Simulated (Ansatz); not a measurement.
Born–Oppenheimer molecular dynamics of a periodic cell of 17 atoms, W$_{8}$C$_{9}$ (surface WC(100), adsorbate C). It goes on from the last frame of an earlier run, with new velocities.

Computed with Ansatz, DFT PBE, scalar-relativistic, plane waves, PAW. Settings: accuracy low, PAW set soft_1, cutoff 420 eV, k mesh 3x3x1, fermi-dirac smearing 0.15 eV, no spin polarisation.

* ensemble: NVE (velocity Verlet)
* time step: 1.5 fs
* steps asked: 180
* starting velocities drawn for: 1050 K
* atoms held: 1, 5, 9, 13
* seed: 719237

Frames 1.5 fs apart, positions in Å.

Velocities at 75 fs (Å/ps):

```
W 0.00 0.00 0.00
C -1.42 9.42 5.66
W -1.39 1.02 1.74
C -7.23 -10.33 3.56
W 0.00 0.00 0.00
C 17.93 8.70 -0.34
W -1.85 -1.24 1.98
C 13.57 -13.53 -13.56
W 0.00 0.00 0.00
C 3.08 -12.40 -7.44
W 0.57 0.85 3.13
C -2.02 16.77 5.13
W 0.00 0.00 0.00
C -11.05 -0.24 -1.20
W -2.53 -0.92 -1.37
C 11.17 -0.87 -4.95
C -0.50 -3.79 3.03
```

```xyz
17
Lattice="5.7491 0.0000 0.0000 0.0000 5.6332 0.0000 0.0000 0.0000 15.1490" Properties=species:S:1:pos:R:3 time_fs=75 energy_less_start_eV=0.144 T=965
W 0.000 0.000 1.000
C 0.025 1.291 2.630
W 1.346 -0.086 3.549
C 1.607 1.349 5.068
W 0.000 2.817 1.000
C -0.128 4.170 2.688
W 1.429 2.757 3.483
C 2.943 4.827 5.463
W 2.874 0.000 1.000
C 2.886 1.392 2.548
W 4.262 -0.129 3.476
C 3.949 1.358 5.174
W 2.874 2.817 1.000
C 2.920 4.186 2.591
W 4.297 2.706 3.552
C 3.794 3.895 5.189
C 2.777 0.601 5.553
17
Lattice="5.7491 0.0000 0.0000 0.0000 5.6332 0.0000 0.0000 0.0000 15.1490" Properties=species:S:1:pos:R:3 time_fs=76.5 energy_less_start_eV=0.126 T=975
W 0.000 0.000 1.000
C 0.023 1.306 2.639
W 1.344 -0.084 3.552
C 1.597 1.333 5.073
W 0.000 2.817 1.000
C -0.099 4.183 2.687
W 1.426 2.755 3.486
C 2.963 4.806 5.442
W 2.874 0.000 1.000
C 2.890 1.373 2.538
W 4.263 -0.128 3.481
C 3.946 1.383 5.181
W 2.874 2.817 1.000
C 2.902 4.185 2.590
W 4.293 2.705 3.550
C 3.811 3.894 5.180
C 2.776 0.597 5.557
17
Lattice="5.7491 0.0000 0.0000 0.0000 5.6332 0.0000 0.0000 0.0000 15.1490" Properties=species:S:1:pos:R:3 time_fs=78 energy_less_start_eV=0.144 T=965
W 0.000 0.000 1.000
C 0.019 1.322 2.647
W 1.342 -0.083 3.554
C 1.587 1.316 5.078
W 0.000 2.817 1.000
C -0.068 4.194 2.685
W 1.423 2.753 3.489
C 2.980 4.789 5.423
W 2.874 0.000 1.000
C 2.894 1.354 2.529
W 4.264 -0.126 3.486
C 3.942 1.404 5.184
W 2.874 2.817 1.000
C 2.881 4.183 2.589
W 4.289 2.703 3.549
C 3.830 3.891 5.168
C 2.775 0.598 5.560
17
Lattice="5.7491 0.0000 0.0000 0.0000 5.6332 0.0000 0.0000 0.0000 15.1490" Properties=species:S:1:pos:R:3 time_fs=79.5 energy_less_start_eV=0.173 T=949
W 0.000 0.000 1.000
C 0.015 1.339 2.654
W 1.341 -0.081 3.557
C 1.579 1.299 5.083
W 0.000 2.817 1.000
C -0.035 4.205 2.682
W 1.420 2.751 3.492
C 2.994 4.777 5.404
W 2.874 0.000 1.000
C 2.896 1.336 2.523
W 4.264 -0.124 3.491
C 3.937 1.422 5.184
W 2.874 2.817 1.000
C 2.859 4.180 2.589
W 4.285 2.702 3.547
C 3.851 3.885 5.154
C 2.774 0.601 5.560
17
Lattice="5.7491 0.0000 0.0000 0.0000 5.6332 0.0000 0.0000 0.0000 15.1490" Properties=species:S:1:pos:R:3 time_fs=81 energy_less_start_eV=0.203 T=931
W 0.000 0.000 1.000
C 0.011 1.356 2.661
W 1.340 -0.080 3.559
C 1.571 1.280 5.088
W 0.000 2.817 1.000
C -0.002 4.213 2.678
W 1.418 2.749 3.495
C 3.004 4.771 5.388
W 2.874 0.000 1.000
C 2.898 1.319 2.519
W 4.265 -0.122 3.497
C 3.931 1.437 5.181
W 2.874 2.817 1.000
C 2.837 4.177 2.590
W 4.282 2.700 3.545
C 3.876 3.877 5.138
C 2.774 0.607 5.559
17
Lattice="5.7491 0.0000 0.0000 0.0000 5.6332 0.0000 0.0000 0.0000 15.1490" Properties=species:S:1:pos:R:3 time_fs=82.5 energy_less_start_eV=0.247 T=903
W 0.000 0.000 1.000
C 0.006 1.373 2.667
W 1.339 -0.078 3.561
C 1.564 1.262 5.092
W 0.000 2.817 1.000
C 0.030 4.220 2.672
W 1.415 2.747 3.499
C 3.010 4.770 5.372
W 2.874 0.000 1.000
C 2.899 1.303 2.518
W 4.266 -0.120 3.502
C 3.923 1.448 5.175
W 2.874 2.817 1.000
C 2.813 4.173 2.591
W 4.278 2.699 3.544
C 3.902 3.869 5.119
C 2.774 0.614 5.556
17
Lattice="5.7491 0.0000 0.0000 0.0000 5.6332 0.0000 0.0000 0.0000 15.1490" Properties=species:S:1:pos:R:3 time_fs=84 energy_less_start_eV=0.324 T=858
W 0.000 0.000 1.000
C 0.000 1.389 2.671
W 1.338 -0.076 3.563
C 1.557 1.244 5.097
W 0.000 2.817 1.000
C 0.061 4.225 2.666
W 1.413 2.745 3.502
C 3.014 4.774 5.358
W 2.874 0.000 1.000
C 2.898 1.289 2.521
W 4.266 -0.118 3.508
C 3.914 1.455 5.167
W 2.874 2.817 1.000
C 2.791 4.169 2.593
W 4.274 2.697 3.542
C 3.929 3.861 5.100
C 2.776 0.622 5.551
17
Lattice="5.7491 0.0000 0.0000 0.0000 5.6332 0.0000 0.0000 0.0000 15.1490" Properties=species:S:1:pos:R:3 time_fs=85.5 energy_less_start_eV=0.429 T=796
W 0.000 0.000 1.000
C -0.005 1.403 2.675
W 1.338 -0.075 3.564
C 1.550 1.226 5.101
W 0.000 2.817 1.000
C 0.088 4.228 2.659
W 1.410 2.743 3.506
C 3.018 4.781 5.345
W 2.874 0.000 1.000
C 2.896 1.277 2.526
W 4.267 -0.115 3.514
C 3.904 1.458 5.155
W 2.874 2.817 1.000
C 2.769 4.164 2.596
W 4.270 2.696 3.541
C 3.955 3.857 5.082
C 2.778 0.631 5.544
17
Lattice="5.7491 0.0000 0.0000 0.0000 5.6332 0.0000 0.0000 0.0000 15.1490" Properties=species:S:1:pos:R:3 time_fs=87 energy_less_start_eV=0.539 T=732
W 0.000 0.000 1.000
C -0.011 1.416 2.676
W 1.338 -0.073 3.566
C 1.544 1.210 5.106
W 0.000 2.817 1.000
C 0.113 4.228 2.651
W 1.408 2.741 3.509
C 3.021 4.790 5.333
W 2.874 0.000 1.000
C 2.893 1.268 2.534
W 4.267 -0.113 3.519
C 3.893 1.458 5.142
W 2.874 2.817 1.000
C 2.749 4.160 2.599
W 4.266 2.694 3.539
C 3.978 3.857 5.064
C 2.782 0.639 5.537
17
Lattice="5.7491 0.0000 0.0000 0.0000 5.6332 0.0000 0.0000 0.0000 15.1490" Properties=species:S:1:pos:R:3 time_fs=88.5 energy_less_start_eV=0.624 T=683
W 0.000 0.000 1.000
C -0.017 1.427 2.676
W 1.338 -0.071 3.567
C 1.536 1.196 5.110
W 0.000 2.817 1.000
C 0.133 4.227 2.642
W 1.406 2.739 3.513
C 3.024 4.799 5.321
W 2.874 0.000 1.000
C 2.888 1.261 2.544
W 4.268 -0.110 3.525
C 3.882 1.455 5.125
W 2.874 2.817 1.000
C 2.731 4.155 2.603
W 4.262 2.693 3.537
C 3.998 3.863 5.049
C 2.787 0.647 5.529
17
Lattice="5.7491 0.0000 0.0000 0.0000 5.6332 0.0000 0.0000 0.0000 15.1490" Properties=species:S:1:pos:R:3 time_fs=90 energy_less_start_eV=0.660 T=661
W 0.000 0.000 1.000
C -0.022 1.435 2.675
W 1.339 -0.069 3.569
C 1.528 1.183 5.114
W 0.000 2.817 1.000
C 0.148 4.223 2.631
W 1.404 2.737 3.517
C 3.029 4.808 5.309
W 2.874 0.000 1.000
C 2.882 1.257 2.557
W 4.268 -0.107 3.531
C 3.871 1.449 5.106
W 2.874 2.817 1.000
C 2.716 4.151 2.607
W 4.258 2.691 3.536
C 4.014 3.876 5.036
C 2.792 0.653 5.521
17
Lattice="5.7491 0.0000 0.0000 0.0000 5.6332 0.0000 0.0000 0.0000 15.1490" Properties=species:S:1:pos:R:3 time_fs=91.5 energy_less_start_eV=0.640 T=673
W 0.000 0.000 1.000
C -0.027 1.440 2.672
W 1.339 -0.068 3.570
C 1.520 1.173 5.119
W 0.000 2.817 1.000
C 0.158 4.217 2.619
W 1.401 2.735 3.521
C 3.035 4.816 5.298
W 2.874 0.000 1.000
C 2.873 1.255 2.572
W 4.269 -0.105 3.537
C 3.861 1.441 5.084
W 2.874 2.817 1.000
C 2.705 4.147 2.610
W 4.254 2.689 3.534
C 4.026 3.896 5.027
C 2.798 0.658 5.512
```

Of the whole run (270 fs, mean temperature of the second half 828 K): The conserved energy stayed within 0.45 meV per atom of its start (net change 0.12 meV per atom), so the integration is sound. A run of 0.27 ps of so small a system gives no equilibrium averages. Limits of this set-up: coarse k mesh, thin slab, slab without dipole correction, low accuracy level.

Run time: 26 min on 2 threads of Arm Neoverse V1, on a shared host, peak memory 0.92 GiB.
